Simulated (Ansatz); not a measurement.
**B2H4OSi: taking an electron away**

The task here is to estimate one member of a computed series from the others.

The runs use Ansatz 0.2.0, Gaussian basis; unrestricted cation, the program's frozen cores in correlated methods.

Plan: UKS PBE-D4/def2-TZVPP; UKS r2SCAN-D4/def2-TZVPP; UKS PBE0-D4/def2-TZVPP; UKS B3LYP-D4/def2-TZVPP; UKS wB97X-V/def2-TZVPP; UKS wB97M-V/def2-TZVPP; UKS B2PLYP/def2-TZVPP; UHF-MP2/def2-TZVPP; UHF-MP2/def2-QZVPP; then −ε(HOMO) from the neutral's earlier runs with LDA (SPW92), PBE-D4, revPBE-D4, BLYP-D4, r2SCAN-D4, B97M-V, PBE0-D4, B3LYP-D4, r2SCANh-D4, r2SCAN0-D4, HSE06-D4, BHLYP-D4, CAM-B3LYP-D4, LC-ωPBE, ωB97X-V, ωB97M-V.

1 further run of the same task is left out (it didn't finish).

## The geometry

All runs share one geometry, relaxed beforehand with PBE0-D4 in a triple-zeta def2 set.

SMILES `B[SiH]1BO1`, 8 atoms, charge 0, spin multiplicity 1.

Atoms are counted from 1 here; the program's logs count them from 0.

Bond lengths: B1–Si2 1.952 Å, B1–H5 1.195 Å, B1–H6 1.194 Å, Si2–B3 1.935 Å, Si2–O4 1.774 Å, Si2–H7 1.482 Å, B3–O4 1.324 Å, B3–H8 1.189 Å. Angles: Si2–B1–H5 120.6°, Si2–B1–H6 120.0°, H5–B1–H6 119.1°, B1–Si2–B3 119.5°, B1–Si2–O4 116.0°, B1–Si2–H7 122.2°, B3–Si2–O4 41.5°, B3–Si2–H7 118.2°, O4–Si2–H7 109.2°, Si2–B3–O4 62.7°, Si2–B3–H8 163.5°, O4–B3–H8 133.8°, Si2–O4–B3 75.8°.

Set-up of the first run:

in.yaml

```yaml
crystal:
  periodic: [false, false, false]
  atoms:
    - {symbol: B, position_ang: [-0.599527, 1.496064, -0.367359]}
    - {symbol: Si, position_ang: [0.642577, -0.001443, -0.211902]}
    - {symbol: B, position_ang: [-0.014248, -1.728521, 0.363440]}
    - {symbol: O, position_ang: [0.533613, -0.950159, 1.283040]}
    - {symbol: H, position_ang: [-0.594453, 2.191250, -1.339412]}
    - {symbol: H, position_ang: [-1.455002, 1.649852, 0.451976]}
    - {symbol: H, position_ang: [2.063897, 0.106090, -0.619259]}
    - {symbol: H, position_ang: [-0.484654, -2.820332, 0.383677]}
basis:
  gaussian: {orbitals: def2-TZVPP}
total_charge: 1
magnetization: {spin_polarized: true, initial_magnetization: 1}
hamiltonian: {xc: pbe, dispersion: d4}
```

The run is started by

```
$ ansatz run in.yaml --threads 2 --pin off --events-out ev --progress --plain --max-ram 4352MiB
```

Among the steps run: Cation, UKS PBE-D4/def2-TZVPP; Cation, UKS r2SCAN-D4/def2-TZVPP; Cation, UKS PBE0-D4/def2-TZVPP; Cation, UKS B3LYP-D4/def2-TZVPP; Cation, UKS wB97X-V/def2-TZVPP; Cation, UKS wB97M-V/def2-TZVPP; Cation, UKS B2PLYP (frozen core)/def2-TZVPP; Cation, UHF-MP2/def2-TZVPP; Cation, UHF-MP2/def2-QZVPP.

One of the session's tables, all rows but one given; the rest of the session is left out.

Orbital estimates, from the neutral's runs:

| functional | −ε(HOMO) (eV) |
| --- | --- |
| LDA (SPW92) | ? |
| PBE-D4 | 5.99 |
| revPBE-D4 | 5.93 |
| BLYP-D4 | 5.83 |
| r2SCAN-D4 | 6.13 |
| B97M-V | 6.16 |
| PBE0-D4 | 6.93 |
| B3LYP-D4 | 6.75 |
| r2SCANh-D4 | 6.49 |
| r2SCAN0-D4 | 7.03 |
| HSE06-D4 | 6.54 |
| BHLYP-D4 | 7.79 |
| CAM-B3LYP-D4 | 8.13 |
| LC-ωPBE | 9.36 |
| ωB97X-V | 9.05 |
| ωB97M-V | 8.92 |

Estimate the missing values for LDA (SPW92).

**Answer.** −ε(HOMO) (eV): 6.15. In the column «−ε(HOMO) (eV)» it lies between r2SCAN-D4 (6.13) and B97M-V (6.16).
